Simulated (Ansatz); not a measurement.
**Li2BrF: energy against volume in PBE, exact exchange and the RPA**

One table from this session's results is given with a row withheld; the runs are named, their logs left out.

Code: Ansatz 0.2.0. PBE orbitals, norm-conserving pseudopotentials, plane waves. Computed, not measured; no magnetism was allowed, and the structure may never have been made.

## The system as given

The cell was relaxed beforehand with r2SCAN; volume changes: +0 %, -5 %, +5 %, -10 %, +10 %.

Space group P4/mmm (No. 123), tetragonal; conventional cell a = 3.552 Å, c = 4.823 Å, 15.22 Å³ an atom. Around F lie 6 Li at 2.41–2.51 Å; around Li lie 2 F at 2.41 Å and 4 Br at 2.51 Å; around Br lie 6 Li at 2.41–2.51 Å; around Li lie 2 Br at 2.41 Å and 4 F at 2.51 Å.

Structure file:

```
CELL_PARAMETERS angstrom
3.55246 0.00000 0.00000
0.00000 3.55246 0.00000
0.00000 0.00000 4.82329
ATOMIC_POSITIONS crystal
F 0.00000 0.00000 0.00000
Li 0.00000 0.00000 0.50000
Br 0.50000 0.50000 0.50000
Li 0.50000 0.50000 0.00000
```

The first run:

File input.yaml:

```yaml
crystal:
  lattice:
    - [3.5524599102, 0.0, 0.0]
    - [0.0, 3.5524599102, 0.0]
    - [0.0, 0.0, 4.8232898948]
  atoms:
    - { symbol: F, position: [0.0, 0.0, 0.0] }
    - { symbol: Li, position: [0.0, 0.0, 0.5] }
    - { symbol: Br, position: [0.5, 0.5, 0.5] }
    - { symbol: Li, position: [0.5, 0.5, 0.0] }
kpoints:
  mp_grid: { grid: [4, 4, 4] }
hamiltonian:
  xc: pbe
  pseudopotentials: { kind: nc }
scf:
  occupations: { method: fixed }
output:
  rpa_energy:
    ecut_chi_ladder: [179, 201, 223, 247, 272]
    long_wavelength: optical_limit
basis:
  ecutwfc: 1320.0
```

Steps of the session up to this table: The unscaled cell; Volume -5 %; Volume +5 %; Volume -10 %; Volume +10 %.

One of the session's tables, all rows but one given; the rest of the session is left out.

It belongs to the step «The three curves». Energies in meV/atom from the unscaled cell:

```
volume (Å³/atom)   PBE  exact exchange  EXX+RPA  RPA correlation
          13.696  32.0            51.6     18.1            -33.5
          14.457     ?               ?        ?                ?
          15.217   0.0             0.0      0.0              0.0
          15.978  -0.9            -8.6      4.7             13.3
          16.739   5.2            -9.0     17.1             26.1
```

**Question.** Estimate the row for volume (Å³/atom) = 14.457.

Worked estimate for «PBE». A straight line through the neighbours (13.696, 32.0) and (15.217, 0.0) gives 32.0 + (0.0 − 32.0) × (14.457 − 13.696) / (15.217 − 13.696) = 16.0; a parabola fitted to 3 rows on both sides gives 11.0.

As computed: PBE: 10.1; exact exchange: 19.1; EXX+RPA: 2.7; RPA correlation: -16.4. In «PBE» the line misses by +5.9 and the parabola by +0.9.

Limits of these values: The curve is too rough to resolve B₀ and B₀′ of EXX+RPA; its minimum, near 15.1 Å³/atom, is a rough guide.
